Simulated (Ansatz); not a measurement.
Set up this calculation in Ansatz 0.2.0, as the native input.

```yaml
Task: relaxation of cell and atoms
Functional: PBEsol
Dispersion: D4
Potentials_or_basis: Ansatz PAW
Cutoff: "420 eV (not typed: the program's choice for these potentials)"
k_mesh: 6 × 6 × 3
Occupations: fermi-dirac, width 0.05 eV
Spin: no spin polarisation
```

Crystal: NaBe2Se2.

```
CELL_PARAMETERS angstrom
3.67228 0.00000 0.00000
-1.83614 3.18028 0.00000
0.00000 0.00000 8.01116
ATOMIC_POSITIONS crystal
Na 0.00000 0.00000 0.50000
Be 0.33333 0.66667 0.14639
Be 0.33333 0.66667 0.85361
Se 0.66667 0.33333 0.22852
Se 0.66667 0.33333 0.77148
```

The cell was built by a generator and needn't be a form met in nature.

The input as run:

input.yaml

```yaml
crystal:
  lattice:
    - [3.67228, 0.0, 0.0]
    - [-1.83614, 3.18028, 0.0]
    - [0.0, 0.0, 8.01116]
  atoms:
    - { symbol: Na, position: [0.0, 0.0, 0.5] }
    - { symbol: Be, position: [0.33333, 0.66667, 0.14639] }
    - { symbol: Be, position: [0.33333, 0.66667, 0.85361] }
    - { symbol: Se, position: [0.66667, 0.33333, 0.22852] }
    - { symbol: Se, position: [0.66667, 0.33333, 0.77148] }
hamiltonian:
  xc: pbesol
  pseudopotentials: { kind: paw }
  dispersion: d4
kpoints:
  mp_grid: { grid: [6, 6, 3] }
scf:
  occupations: { method: fermi_dirac, width: 0.05 }
output:
  forces: true
  stress: true
  eigenvalues: true
  write_density: true
  write_potential: true
  elf: true
  volumetric_format: npy
relax:
  f_tol: 0.01
  max_steps: 40
  cell: { stress_tol: 0.05 }
```

Potentials or basis: Ansatz PAW.

The run is started by

```sh
$ ansatz run input.yaml --threads 2 --pin off --max-ram 5632MiB --backend cpu --events-out ev --progress --plain --runs-dir out
```

Results of the run:

```
Relaxed volume                         : 17.81 Å³/atom
Relaxed cell                           : a = 3.624 Å, b = 3.624 Å, c = 7.828 Å, α = 90.00°, β = 90.00°, γ = 120.00°
Space group after relaxing (to 0.05 Å) : P-6m2 (No. 187)
Energy gained by relaxing              : 7.4 meV/atom
Ionic steps                            : 6
Pressure after relaxing                : 0.0 GPa
Band gap on the k mesh                 : none (metal or under the smearing width)
```

Caveat: the plane-wave basis is chosen anew once the cell has moved, so the energies of steps on either side of that aren't comparable; pairwise dispersion overbinds metals, which lowers pressure and volume; the PAW data sets come from PBE, with cores solved anew for the run's functional, which leaves a small shift of forces and pressure.

Run time: 14 s on 2 threads of Arm Neoverse V1, with other jobs on the host, peak memory 0.35 GiB.
